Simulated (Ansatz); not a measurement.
# C₂H₁₀AlN: a ladder of functionals and wavefunction methods

The task here is to estimate one member of a computed series from the others.

Method: functionals in def2-TZVPP, the program's frozen cores in correlated methods; program: Ansatz 0.2.0, Gaussian basis.

Plan: LDA (SPW92), PBE-D4, revPBE-D4, BLYP-D4, r2SCAN-D4, B97M-V, PBE0-D4, B3LYP-D4, r2SCANh-D4, r2SCAN0-D4, HSE06-D4, BHLYP-D4, CAM-B3LYP-D4, LC-ωPBE, ωB97X-V, ωB97M-V, B2PLYP, PBE-QIDH; CCSD(T)/def2-SVP; CCSD(T)/def2-TZVPP; MP2/def2-QZVPP; extrapolation to the limit; RPA on PBE.

**The relaxed structure**

All runs share one geometry, relaxed beforehand with PBE0-D4 in a triple-zeta def2 set.

SMILES `C[NH+](C)[AlH3-]`, 14 atoms, charge 0, spin multiplicity 1.

Atoms are counted from 1 here; the program's logs count them from 0.

Bond lengths: C1–N2 1.467 Å, C1–H5 1.090 Å, C1–H6 1.094 Å, C1–H7 1.091 Å, N2–C3 1.467 Å, N2–Al4 2.045 Å, N2–H8 1.016 Å, C3–H9 1.091 Å, C3–H10 1.090 Å, C3–H11 1.094 Å, Al4–H12 1.606 Å, Al4–H13 1.606 Å, Al4–H14 1.606 Å. Angles: N2–C1–H5 109.3°, N2–C1–H6 111.5°, N2–C1–H7 108.5°, H5–C1–H6 109.8°, H5–C1–H7 108.4°, H6–C1–H7 109.2°, C1–N2–C3 112.0°, C1–N2–Al4 111.2°, C1–N2–H8 108.5°, C3–N2–Al4 111.2°, C3–N2–H8 108.5°, Al4–N2–H8 105.3°, N2–C3–H9 108.5°, N2–C3–H10 109.3°, N2–C3–H11 111.5°, H9–C3–H10 108.4°, H9–C3–H11 109.2°, H10–C3–H11 109.8° and more.

The first run:

in.yaml

```yaml
crystal:
  periodic: [false, false, false]
  atoms:
    - {symbol: C, position_ang: [-0.235835, 1.118549, -0.934506]}
    - {symbol: N, position_ang: [-0.410593, 0.126109, 0.132080]}
    - {symbol: C, position_ang: [0.299286, 0.506412, 1.358653]}
    - {symbol: Al, position_ang: [0.147065, -1.738825, -0.496487]}
    - {symbol: H, position_ang: [-0.811404, 0.813656, -1.807937]}
    - {symbol: H, position_ang: [-0.552197, 2.114737, -0.610710]}
    - {symbol: H, position_ang: [0.819122, 1.149390, -1.209877]}
    - {symbol: H, position_ang: [-1.402032, 0.051641, 0.343514]}
    - {symbol: H, position_ang: [1.369833, 0.518690, 1.150043]}
    - {symbol: H, position_ang: [0.107074, -0.237335, 2.131299]}
    - {symbol: H, position_ang: [-0.009793, 1.495436, 1.710261]}
    - {symbol: H, position_ang: [-0.211220, -2.591469, 0.815879]}
    - {symbol: H, position_ang: [1.700382, -1.452636, -0.788094]}
    - {symbol: H, position_ang: [-0.822588, -1.903454, -1.765519]}
basis:
  gaussian: {orbitals: def2-TZVPP}
hamiltonian: {xc: lda}
output: {orbitals: {seedname: orbitals}}
```

Among the steps run: LDA; PBE-D4 (GGA); revPBE-D4 (GGA); BLYP-D4 (GGA); r2SCAN-D4 (meta-GGA); B97M-V (meta-GGA); PBE0-D4 (hybrid); B3LYP-D4 (hybrid); r2SCANh-D4 (hybrid); r2SCAN0-D4 (hybrid); HSE06-D4 (hybrid); BHLYP-D4 (hybrid); CAM-B3LYP-D4 (range-separated); LC-ωPBE-D4 (range-separated; the results give it without D4); ωB97X-V (range-separated); ωB97M-V (range-separated); B2PLYP (double hybrid); PBE-QIDH (double hybrid).

One of the session's tables, all rows but one given; the rest of the session is left out.

It belongs to the step «Orbital energies across the functionals». 

| functional | HOMO (eV) | gap (eV) |
| --- | --- | --- |
| LDA (SPW92) | -6.15 | 5.24 |
| PBE-D4 | -6.10 | 5.42 |
| revPBE-D4 | -6.06 | 5.49 |
| BLYP-D4 | -6.00 | 5.38 |
| r2SCAN-D4 | -6.40 | 6.26 |
| B97M-V | -6.53 | 5.98 |
| PBE0-D4 | -7.35 | 7.49 |
| B3LYP-D4 | -7.16 | 7.03 |
| r2SCANh-D4 | -6.86 | 6.98 |
| r2SCAN0-D4 | ? | ? |
| HSE06-D4 | -6.95 | 6.72 |
| BHLYP-D4 | -8.56 | 9.39 |
| CAM-B3LYP-D4 | -8.77 | 9.74 |
| LC-ωPBE | -10.17 | 12.36 |
| ωB97X-V | -9.83 | 11.83 |
| ωB97M-V | -9.61 | 11.21 |

Estimate the missing values for r2SCAN0-D4.

Worked estimate for «HOMO (eV)». Against the share of exact exchange, r2SCAN-D4 (0, -6.40), r2SCANh-D4 (0.1, -6.86) give a slope of -4.60 per unit share; at 0.25 the line stands at -7.55.

**Answer.** HOMO (eV): -7.55; gap (eV): 8.03. In «HOMO (eV)» the line misses by 0.00.
